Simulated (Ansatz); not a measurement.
**CLiSe+ (SMILES [Li][C+]=[Se]): single points off equilibrium**

Aim: energy, forces and dipole at a structure displaced at random from a GFN2-xTB minimum, from CCSD(T) and from density functionals.

The runs use Ansatz 0.2.0, Gaussian basis; single points in def2-TZVPP.

Correlated methods freeze the cores. Filled d shells of the heavier atoms are correlated. The outer core shell of Li, Na, Mg and K is correlated.

## Step 1: Where the work starts

SMILES `[Li][C+]=[Se]`, 3 atoms, charge 1, spin multiplicity 1.

Atoms are counted from 1 here; the program's logs count them from 0.

Bond lengths: Li1–C2 1.705 Å, C2–Se3 1.815 Å. Angles: Li1–C2–Se3 167.5°.

Geometry (Å):

```csv
atom,x (Å),y (Å),z (Å)
Li1,-0.0376,-1.5022,-0.8350
C2,0.0084,-0.0765,0.0993
Se3,0.0471,1.6201,0.7433
```

## Step 2: CCSD(T)/def2-TZVPP

The input, run/in.yaml:

```yaml
crystal:
  periodic: [false, false, false]
  atoms:
    - {symbol: Li, position_ang: [-0.037600, -1.502200, -0.835000]}
    - {symbol: C, position_ang: [0.008400, -0.076500, 0.099300]}
    - {symbol: Se, position_ang: [0.047100, 1.620100, 0.743300]}
basis:
  gaussian: {orbitals: def2-TZVPP}
total_charge: 1
correlation: {method: ccsd_t}
output: {forces: true}
```

The command line of these runs was not kept.

## Step 3: PBE0-D4/def2-TZVPP

Changes to run/in.yaml since step 2:

```diff
@@ -9,3 +9,3 @@
 total_charge: 1
-correlation: {method: ccsd_t}
-output: {forces: true}
+hamiltonian: {xc: pbe0, dispersion: d4}
+output: {forces: true, orbitals: {seedname: orbitals}}
```

## Step 4: wB97M-V/def2-TZVPP

Changes to run/in.yaml since step 3:

```diff
@@ -9,3 +9,3 @@
 total_charge: 1
-hamiltonian: {xc: pbe0, dispersion: d4}
-output: {forces: true, orbitals: {seedname: orbitals}}
+hamiltonian: {xc: {name: wB97M-V}}
+output: {forces: true}
```

## Step 5: r2SCAN-D4/def2-TZVPP

Changes to run/in.yaml since step 4:

```diff
@@ -9,3 +9,3 @@
 total_charge: 1
-hamiltonian: {xc: {name: wB97M-V}}
+hamiltonian: {xc: r2scan, dispersion: d4}
 output: {forces: true}
```

## Step 6: PBE-D4/def2-TZVPP

Changes to run/in.yaml since step 5:

```diff
@@ -9,3 +9,3 @@
 total_charge: 1
-hamiltonian: {xc: r2scan, dispersion: d4}
+hamiltonian: {xc: pbe, dispersion: d4}
 output: {forces: true}
```

## Step 7: wB97X-V/def2-TZVPP

Changes to run/in.yaml since step 6:

```diff
@@ -9,3 +9,3 @@
 total_charge: 1
-hamiltonian: {xc: pbe, dispersion: d4}
+hamiltonian: {xc: {name: wB97X-V}}
 output: {forces: true}
```

## Step 8: BLYP-D4/def2-TZVPP

Changes to run/in.yaml since step 7:

```diff
@@ -9,3 +9,3 @@
 total_charge: 1
-hamiltonian: {xc: {name: wB97X-V}}
+hamiltonian: {xc: {name: BLYP}, dispersion: d4}
 output: {forces: true}
```

(Steps that only read results are left out.)

What does the calculation give? Wanted: energy less free atoms, CCSD(T)/def2-TZVPP; RMS force component; RMS force error; HOMO and LUMO, PBE0-D4; T1 diagnostic.

As calculated:

| quantity | value |
| --- | --- |
| energy less free atoms, CCSD(T)/def2-TZVPP | -112.0 kJ/mol |
| RMS force component | 3.404 to 4.440 eV/Å over the methods |
| RMS force error | PBE0-D4 0.522, wB97M-V 0.790, r2SCAN-D4 0.323, PBE-D4 0.078, wB97X-V 0.898, BLYP-D4 0.196 eV/Å |
| HOMO and LUMO, PBE0-D4 | -14.02 and -8.62 eV |
| T1 diagnostic | 0.026 |

Against CCSD(T) the functionals' energies less atoms differ by -53.2 to +37.8 kJ/mol, PBE-D4 by -53.2 kJ/mol. A larger basis would deepen the CCSD(T) value, while the functionals are nearly converged already, so the order here is not reliable. On forces the order runs from PBE-D4 to wB97X-V. Frozen-core CCSD(T) forces in triple zeta carry basis errors of their own, and this is one geometry, so small gaps rank nothing. The T1 diagnostic is large here, over the usual mark for main-group molecules (transition-metal compounds often pass it harmlessly), so CCSD(T) itself may be off. The restricted Hartree–Fock reference is unstable towards an unrestricted one at one or more of these structures.
